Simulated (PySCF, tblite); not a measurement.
# C7H11FSi: geometry, infrared bands, NMR shifts and electronic excitations

Aim: predict the infrared bands, NMR shifts and electronic excitations of C7H11FSi (`C#CC[C@@H](C)[Si@@H]1C[C@@H]1F`).

Programs: tblite 0.8.0 and PySCF 2.14.0, with density-fitted response routines of our own. Each step states its level of theory. These are calculated values for one molecule in the gas phase, unless marked as measured. Atoms are numbered from 0 throughout.

## (1) The molecule as given

20 atoms, charge 0, multiplicity 1; geometry from: force field or distance geometry start.

Bonds of the start (Å): C0–C1 1.21, C1–C2 1.46, C2–C3 1.54, C3–C4 1.55, C3–Si5 1.94, Si5–C6 2.28, C6–C7 1.48, C7–F8 1.39, C7–Si5 1.77, C0–H9 1.06, C2–H10 1.11, C2–H11 1.09, C3–H12 1.09, C4–H13 1.09, C4–H14 1.09, C4–H15 1.10, Si5–H16 1.48, C6–H17 1.09, C6–H18 1.07, C7–H19 1.09.

## (2) Optimising the geometry with GFN2-xTB

What the job is given:

```
{"job": {"kind": "relax", "xc": "GFN2-xTB", "basis": "xTB"}, "charge": 0, "multiplicity": 1}
C      2.938200     1.407800     0.666500
C      2.126500     0.881800    -0.063800
C      1.163800     0.226700    -0.944800
C      0.237900    -0.774000    -0.238000
C      1.039300    -1.936600     0.403100
Si    -0.987200     0.033900     1.032100
C     -2.708100     0.559700    -0.372300
C     -1.911000     1.443500     0.500300
F     -1.227100     2.441000    -0.179500
H      3.637500     1.888300     1.304100
H      0.549600     0.999200    -1.446700
H      1.696500    -0.292900    -1.744200
H     -0.412500    -1.228700    -0.985300
H      0.375800    -2.717100     0.772100
H      1.693600    -2.388800    -0.347500
H      1.658100    -1.599200     1.246700
H     -1.679800    -0.997400     1.841400
H     -3.449000    -0.107100     0.072400
H     -2.278100     0.219300    -1.295400
H     -2.469100     1.951400     1.280500
```

Command:

```sh
> OMP_NUM_THREADS=1 python probes_run.py task.json out
```

This one command runs all jobs of the session in turn.

Output:

```text
step      E/eV     max force
  0    -730.94186    4.300
  1    -731.23509    3.101
  2    -731.21157    5.605
  3    -731.39647    1.557
  4    -731.50579    1.671
  5    -731.78338    6.734
  6    -731.93869    4.403
  7    -732.07700    1.488
  8    -732.04982    2.878
  9    -732.15158    0.882
 10    -732.17923    0.614
 11    -732.26484    0.420
 12    -732.28078    0.364
 13    -732.33200    0.457
 14    -732.35683    0.393
 15    -732.38167    0.425
 16    -732.39405    0.421
 17    -732.40844    0.355
 18    -732.42280    0.389
 19    -732.43499    0.322
 20    -732.44113    0.156
 21    -732.44446    0.152
 22    -732.44769    0.171
 23    -732.45101    0.185
 24    -732.45391    0.103
 25    -732.45648    0.107
 26    -732.45931    0.142
 27    -732.46281    0.214
 28    -732.46646    0.204
 29    -732.46944    0.129
 30    -732.47171    0.117
 31    -732.47376    0.103
 32    -732.47587    0.097
 33    -732.47786    0.103
 34    -732.48024    0.133
 35    -732.48342    0.167
 36    -732.48751    0.181
 37    -732.49158    0.146
 38    -732.49467    0.142
 39    -732.49682    0.131
 40    -732.49887    0.112
 41    -732.50116    0.124
 42    -732.50305    0.094
 43    -732.50431    0.092
 44    -732.50535    0.075
 45    -732.50633    0.077
 46    -732.50720    0.066
 47    -732.50794    0.059
 48    -732.50863    0.055
 49    -732.50934    0.068
 50    -732.51009    0.076
 51    -732.51083    0.057
 52    -732.51155    0.066
 53    -732.51225    0.066
 54    -732.51286    0.074
 55    -732.51337    0.063
 56    -732.51386    0.063
 57    -732.51451    0.069
 58    -732.51529    0.065
 59    -732.51602    0.066
 60    -732.51659    0.046
 61    -732.51709    0.047
 62    -732.51767    0.062
 63    -732.51844    0.078
 64    -732.51945    0.086
 65    -732.52074    0.097
 66    -732.52236    0.110
 67    -732.52442    0.096
 68    -732.52675    0.104
 69    -732.52882    0.100
 70    -732.53029    0.078
 71    -732.53146    0.070
 72    -732.53255    0.070
 73    -732.53344    0.076
 74    -732.53437    0.101
 75    -732.53527    0.085
 76    -732.53667    0.066
 77    -732.53730    0.057
 78    -732.53790    0.039
 79    -732.53823    0.042
 80    -732.53863    0.054
 81    -732.53902    0.058
 82    -732.53936    0.061
 83    -732.53957    0.029
 84    -732.53976    0.038
 85    -732.54004    0.046
 86    -732.54038    0.046
 87    -732.54062    0.039
 88    -732.54085    0.042
 89    -732.54111    0.047
 90    -732.54147    0.044
 91    -732.54192    0.065
 92    -732.54237    0.066
 93    -732.54274    0.062
 94    -732.54307    0.049
 95    -732.54343    0.053
 96    -732.54386    0.052
 97    -732.54425    0.043
 98    -732.54454    0.042
 99    -732.54476    0.032
100    -732.54497    0.038
101    -732.54517    0.038
102    -732.54534    0.039
103    -732.54549    0.032
104    -732.54564    0.037
105    -732.54583    0.038
106    -732.54603    0.076
107    -732.54624    0.046
108    -732.54641    0.039
109    -732.54653    0.054
110    -732.54663    0.083
111    -732.54673    0.053
112    -732.54692    0.033
113    -732.54710    0.044
114    -732.54729    0.031
115    -732.54740    0.024
116    -732.54747    0.020
117    -732.54755    0.025
118    -732.54770    0.039
119    -732.54788    0.040
120    -732.54803    0.028
121    -732.54814    0.033
122    -732.54826    0.038
123    -732.54848    0.041
124    -732.54889    0.057
125    -732.54948    0.073
126    -732.55010    0.082
127    -732.55066    0.075
128    -732.55119    0.060
129    -732.55175    0.052
130    -732.55244    0.076
131    -732.55272    0.113
132    -732.55397    0.087
133    -732.55493    0.077
134    -732.55677    0.076
135    -732.55812    0.103
136    -732.56026    0.111
137    -732.56213    0.079
138    -732.56299    0.112
139    -732.56366    0.125
140    -732.56389    0.170
141    -732.56450    0.081
142    -732.56499    0.098
143    -732.56550    0.077
144    -732.56599    0.060
145    -732.56626    0.039
146    -732.56644    0.032
147    -732.56659    0.032
148    -732.56672    0.033
149    -732.56696    0.030
150    -732.56719    0.031
151    -732.56738    0.038
152    -732.56759    0.050
153    -732.56781    0.034
154    -732.56801    0.023
155    -732.56812    0.025
156    -732.56822    0.028
157    -732.56835    0.033
158    -732.56852    0.035
159    -732.56870    0.030
160    -732.56888    0.031
161    -732.56906    0.031
162    -732.56926    0.037
163    -732.56943    0.033
164    -732.56965    0.034
165    -732.56981    0.026
166    -732.56994    0.025
167    -732.57005    0.027
168    -732.57018    0.023
169    -732.57032    0.023
170    -732.57046    0.028
171    -732.57057    0.032
172    -732.57066    0.031
173    -732.57073    0.024
174    -732.57079    0.019
175    -732.57084    0.017
176    -732.57089    0.014
177    -732.57092    0.010
```

It took 3 s on 1 thread of Arm Neoverse N1, shared host; peak memory 0.18 GiB.

Relaxation path: (not every step is listed) (the energy doesn't fall at every step)

| step | energy from step 0 (eV) | largest force (eV/Å) |
| --- | --- | --- |
| 0 | 0.0000 | 4.2995 |
| 1 | -0.2932 | 3.1009 |
| 2 | -0.2697 | 5.6052 |
| 3 | -0.4546 | 1.5566 |
| 4 | -0.5639 | 1.6709 |
| 5 | -0.8415 | 6.7340 |
| 6 | -0.9968 | 4.4030 |
| 7 | -1.1351 | 1.4879 |
| 8 | -1.1080 | 2.8780 |
| 24 | -1.5120 | 0.1032 |
| 40 | -1.5570 | 0.1121 |
| 56 | -1.5720 | 0.0627 |
| 72 | -1.5907 | 0.0696 |
| 88 | -1.5990 | 0.0417 |
| 104 | -1.6038 | 0.0374 |
| 120 | -1.6062 | 0.0283 |
| 136 | -1.6184 | 0.1114 |
| 152 | -1.6257 | 0.0503 |
| 168 | -1.6283 | 0.0226 |
| 172 | -1.6288 | 0.0307 |
| 173 | -1.6289 | 0.0240 |
| 174 | -1.6289 | 0.0193 |
| 175 | -1.6290 | 0.0165 |
| 176 | -1.6290 | 0.0144 |
| 177 | -1.6291 | 0.0098 |

Close pairs (by a distance rule), those that changed most:

| bond | before (Å) | after (Å) | change (Å) |
| --- | --- | --- | --- |
| Si5–C6 | 2.283 | 1.890 | -0.392 |
| Si5–C7 | 1.767 | 1.898 | +0.131 |
| C6–C7 | 1.476 | 1.531 | +0.056 |
| C3–Si5 | 1.941 | 1.900 | -0.041 |
| Si5–H16 | 1.483 | 1.453 | -0.030 |
| C3–C4 | 1.551 | 1.527 | -0.024 |
| C0–C1 | 1.212 | 1.197 | -0.015 |
| C2–H10 | 1.107 | 1.094 | -0.014 |

The next job starts from the end point, and lists it.

## (3) Vibrational analysis with GFN2-xTB

What the job is given:

```
{"job": {"kind": "ir", "xc": "GFN2-xTB", "basis": "xTB"}, "charge": 0, "multiplicity": 1}
C      2.780888     1.080650     1.292421
C      2.193479     0.743432     0.305445
C      1.461098     0.297730    -0.860126
C      0.326378    -0.669148    -0.479465
C      0.902134    -1.959526     0.098779
Si    -0.895120     0.152421     0.721677
C     -2.724193     0.118790     0.246034
C     -2.047228     1.466717    -0.018524
F     -1.938663     1.806381    -1.349102
H      3.307993     1.394648     2.143303
H      1.044740     1.170346    -1.371202
H      2.155517    -0.199498    -1.545728
H     -0.210094    -0.915611    -1.402789
H      0.110109    -2.660871     0.350832
H      1.568102    -2.436860    -0.619640
H      1.474774    -1.747996     0.999427
H     -0.548846     0.307076     2.123876
H     -3.503374     0.135357     0.993130
H     -3.040279    -0.402073    -0.647564
H     -2.422565     2.328713     0.521035
```

Output:

```text
mode    cm-1     km/mol
  1      13.5      1.39
  2      65.8      1.11
  3      71.8      2.90
  4     119.4      0.73
  5     137.8      1.18
  6     215.9      4.54
  7     228.5      0.47
  8     271.7      0.67
  9     307.7      7.62
 10     320.7      4.86
 11     358.6     10.31
 12     393.0     13.49
 13     481.2     35.70
 14     536.4     16.04
 15     586.9     86.80
 16     638.5     12.72
 17     648.2     48.49
 18     653.5     40.96
 19     677.0      9.77
 20     714.1     38.39
 21     771.9     71.15
 22     882.7     37.59
 23     907.0     15.45
 24     932.3      0.83
 25     965.9     84.39
 26     980.9      7.08
 27    1021.7      7.05
 28    1054.1     11.19
 29    1092.1      0.86
 30    1100.2      3.65
 31    1118.8      8.26
 32    1124.5     37.59
 33    1180.0      3.16
 34    1239.0      1.14
 35    1276.7     19.09
 36    1283.6      2.93
 37    1323.1      0.16
 38    1417.2      6.51
 39    1419.4      1.22
 40    1451.4      3.83
 41    1502.7      2.32
 42    1511.5      3.27
 43    2291.9     10.16
 44    2352.1    261.26
 45    2920.3     33.35
 46    2933.5     38.39
 47    2961.5     21.14
 48    3008.1     46.35
 49    3014.0     42.47
 50    3031.0     37.76
 51    3037.0     22.46
 52    3063.4     10.99
 53    3083.0     31.75
 54    3395.9      3.02
```

Wall time 1.7 s (1 thread of Arm Neoverse N1, shared host); peak memory 0.18 GiB.

The strongest bands and the atoms that carry them (share of the mass-weighted mode):

| cm⁻¹ | km/mol | atoms |
| --- | --- | --- |
| 587 | 86.8 | H16 63 % |
| 648 | 48.5 | C7 25 %, C6 16 %, H17 15 %, H19 15 % |
| 654 | 41.0 | C3 30 %, H9 12 %, H16 12 % |
| 772 | 71.2 | Si5 43 %, C7 19 %, C6 13 % |
| 966 | 84.4 | H19 34 %, C7 29 %, C6 14 %, H17 12 % |
| 2352 | 261.3 | H16 97 % |
| 3008 | 46.4 | H14 89 % |
| 3014 | 42.5 | H19 92 % |

## (4) Geometry optimisation at PBE0-D3(BJ)/def2-SVP

What the job is given:

```
{"job": {"xc": "PBE0", "basis": "def2-SVP", "d3": "d3bj", "grid": 1, "shake": 0.01, "kind": "geom"}, "charge": 0, "multiplicity": 1}
C      2.801300     1.055090     1.296600
C      2.187800     0.738910     0.303290
C      1.440900     0.295410    -0.868780
C      0.359610    -0.666890    -0.482990
C      0.899320    -1.966210     0.088230
Si    -0.899030     0.157240     0.719290
C     -2.714620     0.116790     0.246280
C     -2.031770     1.472170    -0.023580
F     -1.940490     1.811790    -1.329750
H      3.305300     1.392210     2.153330
H      1.035880     1.167430    -1.362380
H      2.161320    -0.198580    -1.539030
H     -0.238380    -0.905400    -1.412390
H      0.093420    -2.658110     0.357840
H      1.563650    -2.447620    -0.619380
H      1.474250    -1.733940     1.006900
H     -0.546910     0.318190     2.121820
H     -3.512630     0.141200     0.998960
H     -3.042430    -0.409900    -0.645270
H     -2.447500     2.335610     0.525950
```

Output:

```text
step   0  E = -661.67887984  max force = 0.035688
step   1  E = -661.68453029  max force = 0.005581
step   2  E = -661.68482382  max force = 0.001233
step   3  E = -661.68489327  max force = 0.001032
step   4  E = -661.68491798  max force = 0.000507
step   5  E = -661.68492378  max force = 0.000385
optimisation converged
```

Run time: 3.2 min. Hardware: 1 thread of Arm Neoverse N1, shared host; peak memory 0.78 GiB.

Step by step:

| step | energy from step 0 (eV) | largest force component (eV/Å) |
| --- | --- | --- |
| 0 | 0.0000 | 1.8352 |
| 1 | -0.1538 | 0.2870 |
| 2 | -0.1617 | 0.0634 |
| 3 | -0.1636 | 0.0531 |
| 4 | -0.1643 | 0.0261 |
| 5 | -0.1645 | 0.0198 |

Close pairs (by a distance rule), those that changed most:

| bond | before (Å) | after (Å) | change (Å) |
| --- | --- | --- | --- |
| C2–C3 | 1.498 | 1.541 | +0.043 |
| C3–Si5 | 1.926 | 1.890 | -0.036 |
| Si5–H16 | 1.455 | 1.485 | +0.030 |
| C3–H12 | 1.131 | 1.104 | -0.027 |
| C0–H9 | 1.050 | 1.074 | +0.025 |
| C7–F8 | 1.353 | 1.375 | +0.022 |
| C2–H10 | 1.081 | 1.103 | +0.022 |
| C4–H14 | 1.083 | 1.103 | +0.019 |

The end geometry stands in the next job.

| at the end point | value |
| --- | --- |
| point group (found at 0.08 Å tolerance) | C1 |
| rotational constants (GHz, main isotopes) | 1.968, 0.912, 0.798 |
| dipole moment (D) | 1.46 |

## (5) NMR shieldings: PBE0/pcSseg-1

What the job is given:

```
{"job": {"kind": "nmr", "xc": "PBE0", "basis": "pcSseg-1"}, "charge": 0, "multiplicity": 1}
C      2.855081     1.055773     1.271559
C      2.219537     0.700304     0.303185
C      1.414830     0.252414    -0.827402
C      0.274981    -0.700575    -0.419186
C      0.785016    -2.036615     0.112472
Si    -0.924705     0.158066     0.762345
C     -2.698678     0.265507     0.176655
C     -1.899146     1.551223    -0.019452
F     -1.631817     1.877102    -1.328361
H      3.427563     1.379248     2.120948
H      0.984738     1.132188    -1.334936
H      2.071384    -0.248203    -1.562210
H     -0.330625    -0.877291    -1.325167
H     -0.042502    -2.721031     0.354696
H      1.425722    -2.537111    -0.632464
H      1.387099    -1.898613     1.024478
H     -0.626375     0.171329     2.216799
H     -3.553563     0.313117     0.860495
H     -2.934855    -0.262034    -0.756176
H     -2.247168     2.430223     0.538256
```

With the program's defaults for keys left out, this is: GIAO PBE0/pcSseg-1 NMR shielding, non-relativistic, gas phase.

Output:

```text
coarse grid: 17136 points
cycle   1  E = -661.8395861519  dE =  9.920e-01  |g| = 5.887e-01  |ddm| = 4.114e+00
cycle   2  E = -661.8199499911  dE =  1.964e-02  |g| = 7.037e-01  |ddm| = 1.161e+00
cycle   3  E = -661.9159383625  dE = -9.599e-02  |g| = 8.065e-02  |ddm| = 6.082e-01
cycle   4  E = -661.9169041787  dE = -9.658e-04  |g| = 3.102e-02  |ddm| = 8.632e-02
cycle   5  E = -661.9170901152  dE = -1.859e-04  |g| = 8.182e-03  |ddm| = 3.111e-02
cycle   6  E = -661.9171027228  dE = -1.261e-05  |g| = 3.477e-03  |ddm| = 9.623e-03
cycle   7  E = -661.9171054494  dE = -2.727e-06  |g| = 1.315e-03  |ddm| = 3.348e-03
final grid: 161080 points
cycle   8  E = -661.9796666491  dE = -4.413e-05  |g| = 9.491e-03  |ddm| = 3.844e-02
cycle   9  E = -661.9796521652  dE =  1.448e-05  |g| = 1.274e-02  |ddm| = 1.732e-02
cycle  10  E = -661.9796878329  dE = -3.567e-05  |g| = 1.721e-03  |ddm| = 9.549e-03
cycle  11  E = -661.9796884293  dE = -5.964e-07  |g| = 6.152e-04  |ddm| = 1.663e-03
cycle  12  E = -661.9796885145  dE = -8.519e-08  |g| = 2.114e-04  |ddm| = 5.459e-04
cycle  13  E = -661.9796885237  dE = -9.259e-09  |g| = 3.976e-05  |ddm| = 1.553e-04
cycle  14  E = -661.9796885240  dE = -3.104e-10  |g| = 1.337e-05  |ddm| = 4.521e-05
converged SCF energy = -661.9796885240

GIAO shielding tensors (ppm)
atom      isotropic    diamagn.    paramagn.     s11        s22        s33       span
  0 C      107.154     258.948    -151.795     32.743     36.581    252.138    219.395
  1 C       97.761     265.007    -167.246     -1.888      3.762    291.409    293.298
  2 C      158.509     247.507     -88.998    149.021    153.513    172.994     23.973
  3 C      164.694     252.271     -87.577    158.757    163.686    171.641     12.884
  4 C      166.876     245.297     -78.420    149.304    165.097    186.227     36.923
  5 Si     455.582     882.870    -427.288    341.848    360.808    664.089    322.240
  6 C      177.774     261.097     -83.323    150.173    178.615    204.533     54.361
  7 C      109.756     251.338    -141.582     46.774     83.039    199.454    152.680
  8 F      434.052     475.398     -41.346    380.065    427.803    494.288    114.223
  9 H       29.303      33.292      -3.989     24.041     24.229     39.640     15.598
 10 H       28.485      29.600      -1.115     23.566     28.103     33.785     10.219
 11 H       29.074      27.801       1.273     23.955     27.585     35.683     11.729
 12 H       30.411      33.705      -3.295     26.527     29.045     35.660      9.134
 13 H       29.919      28.996       0.922     24.658     28.443     36.656     11.998
 14 H       30.121      28.583       1.537     25.757     26.916     37.689     11.932
 15 H       29.534      29.451       0.083     25.316     28.884     34.401      9.086
 16 H       27.949      29.938      -1.989     22.921     25.843     35.085     12.164
 17 H       30.236      30.002       0.234     25.227     25.704     39.777     14.550
 18 H       30.440      32.053      -1.613     25.940     28.480     36.901     10.961
 19 H       26.263      30.219      -3.956     22.375     25.665     30.749      8.374
```

Wall time 80 s (1 thread of Arm Neoverse N1, shared host); peak memory 0.94 GiB.

Shifts follow as δ = σ(reference) − σ, with reference shieldings (ppm) from runs at the same level and on the same kind of geometry: ¹H TMS 31.27, ¹³C TMS 184.4, ²⁹Si TMS 352.0, ¹⁹F CFCl3 177.2. The references are single molecules in the gas phase, so shifts against H2O, NH3, PH3, H3PO4 or CFCl3 are not on the usual liquid scales and can be off by tens of ppm. Atoms listed in one row are averaged.

| atoms | environment | σ (ppm) | δ (ppm) | δ scaled to CDCl3 |
| --- | --- | --- | --- | --- |
| C1 | alkyne carbon | 97.8 | 86.6 | 83.6 |
| C0 | terminal alkyne carbon | 107.2 | 77.3 | 74.5 |
| C7 | three-membered-ring carbon bearing a halogen | 109.8 | 74.7 | 72.0 |
| C2 | propargylic sp3 CH2 | 158.5 | 25.9 | 24.6 |
| C3 | sp3 CH bonded to Si | 164.7 | 19.7 | 18.6 |
| C4 | methyl carbon | 166.9 | 17.5 | 16.5 |
| C6 | three-membered-ring carbon | 177.8 | 6.6 | 5.9 |
| H19 | hydrogen on a three-membered-ring carbon bearing a halogen | 26.26 | 5.00 | 4.96 |
| H16 | hydrogen on a silicon bonded to 3 C, in a 3-membered ring | 27.95 | 3.32 | – |
| H10 | hydrogen on a propargylic sp3 CH2 | 28.48 | 2.78 | 2.85 |
| H11 | hydrogen on a propargylic sp3 CH2 | 29.07 | 2.19 | 2.29 |
| H9 | hydrogen on a terminal alkyne carbon | 29.30 | 1.96 | 2.08 |
| H13, H14, H15 | hydrogen on a methyl carbon | 29.86 | 1.41 | 1.55 |
| H17 | hydrogen on a three-membered-ring carbon | 30.24 | 1.03 | 1.19 |
| H12 | hydrogen on an sp3 CH bonded to Si | 30.41 | 0.86 | 1.03 |
| H18 | hydrogen on a three-membered-ring carbon | 30.44 | 0.83 | 1.00 |
| Si5 | silicon bonded to 3 C, H, in a 3-membered ring | 455.6 | -103.6 | – |
| F8 | fluorine on an sp3 carbon | 434.1 | -256.8 | – |

The scaled column applies a straight-line fit of computed shieldings to shifts measured in CDCl3, and one for carbons that bear F (root-mean-square error 0.21 ppm for H, 2.0 ppm for C).

The run also stored atomic charges by several schemes (e):

| atoms | Mulliken | IAO | Hirshfeld | ESP fit |
| --- | --- | --- | --- | --- |
| C0 | -0.38 | -0.25 | -0.12 | -0.55 |
| C1 | 0.13 | -0.03 | -0.04 | 0.20 |
| C2 | -0.12 | -0.26 | -0.05 | -0.49 |
| C3 | -0.58 | -0.35 | -0.09 | 0.22 |
| C4 | -0.22 | -0.41 | -0.12 | -0.63 |
| Si5 | 0.66 | 0.77 | 0.31 | 0.04 |
| C6 | -0.50 | -0.55 | -0.18 | -0.42 |
| C7 | -0.02 | -0.08 | -0.04 | 0.05 |
| F8 | -0.32 | -0.32 | -0.11 | -0.21 |

Mayer bond orders: C0–C1 2.58, C1–C2 1.06, C2–C3 1.03, C3–C4 1.03, C3–Si5 0.90, Si5–C6 0.94, C6–C7 0.90, C7–F8 0.86, C7–Si5 0.92.

Ring of atoms Si5, C6, C7: NICS(0) -21.6, NICS(1) -7.3, NICS(1)zz -13.0 ppm (means of both faces; NICS(1) differs between them: -9.3 and -5.3).

The two faces differ (NICS(1)zz -7.8 and -18.3 ppm).

In rings of three or four atoms NICS is ruled by the nearby σ bonds, so it says little on aromaticity.

(Part 1 of 2 ends here.)
